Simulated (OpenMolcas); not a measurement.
# Os³⁺ among point charges: CASSCF and CASPT2 levels and susceptibility

Aim: the splitting of the states of Os³⁺ in the field of 6 point charges, its lowest levels with spin-orbit coupling and its magnetic susceptibility.

Program: OpenMolcas 26.06. Level of theory: state-averaged CASSCF and CASPT2, spin-orbit coupling by RASSI with atomic mean-field integrals. These are calculated values, not measurements, unless marked.

## Step 1: Starting point

| Quantity | Value |
| --- | --- |
| Species | Os³⁺ (osmium, Z = 76, 73 electrons) |
| Basis | ANO-RCC-VDZP [7s6p4d2f1g], 68 functions |
| Scalar Hamiltonian | DKH2, point nucleus |
| Inactive shells | 1s 2s 2p 3s 3p 3d 4s 4p 4d 4f 5s 5p |
| Active space | 5 electrons in 5 orbitals (5d) |
| Some configurations of this space | 5d⁵ |
| Orbitals | optimised for each spin and parity, averaged over all roots |

The outer shells:

5d5
```
5d [↑ ][↑ ][↑ ][↑ ][↑ ]
```

The ion sits among 6 point charges of -1.7 e arranged as an octahedron (Oh), 2.07 Å from the ion.

The work runs as a chain of OpenMolcas steps in one folder; each step below is one input file. Labels, J, g values, rates, χT and fits are worked out afterwards by a script from the matrices that RASSI stores. The input lists half of the charges; inversion (Group=XYZ) makes the rest.

## Step 2: GATEWAY and SEWARD: basis and integrals

The input, a.inp:

```
&GATEWAY
Coord
1

Os 0.0 0.0 0.0
Basis=ANO-RCC-VDZP
Group=XYZ
NoMove
AngMom=0.0 0.0 0.0
AMFI
XField
3 Angstrom 0
2.070000 0.000000 0.000000 -1.700000
0.000000 2.070000 0.000000 -1.700000
0.000000 0.000000 2.070000 -1.700000
&SEWARD
```

Started as:

```bash
$ OMP_NUM_THREADS=1 MOLCAS_MEM=1689 MOLCAS_PROJECT=a pymolcas a.inp > a.log
```

## Step 3: CASSCF: sextets of even parity, 1 root

The input, a.inp:

```
&RASSCF
FileOrb=start.orb
Symmetry=1
Spin=6
nActEl=5 0 0
Inactive=15 19
Ras2=5 0
CIRoot=1 1 1
SDav=1
CIMx=300
Iter=120 100
PrWF=0.3
OrbListing=Nothing
MaxOrb=0
>>> COPY $Project.JobIph JOB001
```

start.orb holds the contracted functions of the basis, ordered by shell, or the orbitals of the step before.

## Step 4: Reference wave functions, quartets of even parity, 24 roots

The input, a.inp:

```
&RASSCF
FileOrb=start.orb
Symmetry=1
Spin=4
nActEl=5 0 0
Inactive=15 19
Ras2=5 0
CIRoot=24 24 1
SDav=24
CIMx=300
Iter=120 100
PrWF=0.3
OrbListing=Nothing
MaxOrb=0
>>> COPY $Project.JobIph JOB002
```

## Step 5: Reference wave functions, doublets of even parity, 75 roots

The input, a.inp:

```
&RASSCF
FileOrb=start.orb
Symmetry=1
Spin=2
nActEl=5 0 0
Inactive=15 19
Ras2=5 0
CIRoot=75 75 1
SDav=75
CIMx=300
Iter=120 100
PrWF=0.3
OrbListing=Nothing
MaxOrb=0
>>> COPY $Project.JobIph JOB003
```

## Step 6: RASSI: spin-orbit coupling between the states

The input, a.inp:

```
&RASSI
NrOfJobIphs=3 1 24 75
1
1 2 3 4 5 6 7 8 9 10 11 12 13 14 15 16 17 18 19 20 21 22 23 24
1 2 3 4 5 6 7 8 9 10 11 12 13 14 15 16 17 18 19 20 21 22 23 24 25 26 27
28 29 30 31 32 33 34 35 36 37 38 39 40 41 42 43 44 45 46 47 48 49 50 51
52 53 54 55 56 57 58 59 60 61 62 63 64 65 66 67 68 69 70 71 72 73 74 75
IphNames
JOB001
JOB002
JOB003
EJob
SpinOrbit
DIPRint=1.0
SOCoupling=1000.0
Subsets=2
Property=9
'ANGMOM' 1 'ANGMOM' 2 'ANGMOM' 3 'MLTPL  1' 1 'MLTPL  1' 2 'MLTPL  1' 3
'AMFI' 1 'AMFI' 2 'AMFI' 3
SOProperty=3
'ANGMOM' 1 'ANGMOM' 2 'ANGMOM' 3
```

## Step 7: CASPT2: IPEA 0.25, imaginary shift 0.1 (closed shells correlated: 5s 5p)

The input, a.inp:

```
>>> COPY JOB001 $Project.JobIph
&CASPT2
Multistate=1 1
Frozen=14 16
IPEA=0.25
Imaginary=0.1
MaxIter=60
WThr=0.0 0.3 0.05
PrWF=0.5
NoMix
>>> COPY JOB002 $Project.JobIph
&CASPT2
Multistate=24 1 2 3 4 5 6 7 8 9 10 11 12 13 14 15 16 17 18 19 20 21 22
23 24
NoMult
Frozen=14 16
IPEA=0.25
Imaginary=0.1
MaxIter=60
WThr=0.0 0.3 0.05
PrWF=0.5
NoMix
>>> COPY JOB003 $Project.JobIph
&CASPT2
Multistate=75 1 2 3 4 5 6 7 8 9 10 11 12 13 14 15 16 17 18 19 20 21 22
23 24 25 26 27 28 29 30 31 32 33 34 35 36 37 38 39 40 41 42 43 44 45 46
47 48 49 50 51 52 53 54 55 56 57 58 59 60 61 62 63 64 65 66 67 68 69 70
71 72 73 74 75
NoMult
Frozen=14 16
IPEA=0.25
Imaginary=0.1
MaxIter=60
WThr=0.0 0.3 0.05
PrWF=0.5
NoMix
```

(Steps that only read results are left out.)

Before running it: what results should come out? Wanted: spin-free ground state; lowest level; next level.

**Answer**, as computed:

| quantity | value |
| --- | --- |
| method | SS-CASPT2, IPEA 0.25, imaginary shift 0.1 (closed shells correlated: 5s 5p) |
| spin-free ground state | 6A1, 1-fold in its orbital part |
| lowest level | 2-fold Γ7, g = 3.12, 3.12, 3.12 |
| next level | 399.7 cm⁻¹ |
| χT at 300 K | 3.29 cm³ K/mol |
| effective moment at 300 K | 5.13 μB |

Cost by method:

```
                                              method  time of its own steps  time with the reference
                                           A. CASSCF                   25 s                     25 s
B. SS-CASPT2, IPEA 0.25, imaginary shift 0.1, +5s 5p                   11 s                     35 s
```

Times are of one thread on a shared host.

What this shows: The spin-free ground state (6A1) comes to 100 % from free-ion S terms and keeps the highest spin of the shell. χT at 300 K is 3.29, against 4.39 cm³ K/mol for the spin alone, so spin-orbit coupling lowers it. An active space of the d shell alone favours high spin; real ions in strong fields can be low spin. A ligand-field fit to the states below 45000 cm-1 gives 10Dq = 10684 cm-1, B = 678 cm-1 and C = 3185 cm-1 (C/B = 4.70), with a deviation of 433 cm-1. CASPT2 does not keep the components of a term degenerate, and the means are used. The field of point charges can differ much from that of real complexes. With metal d orbitals alone active, the gaps between spin states are rough; where two lie within a few thousand cm-1, their order is open. Point charges carry no covalency, so the field is a model and not that of real ligands.
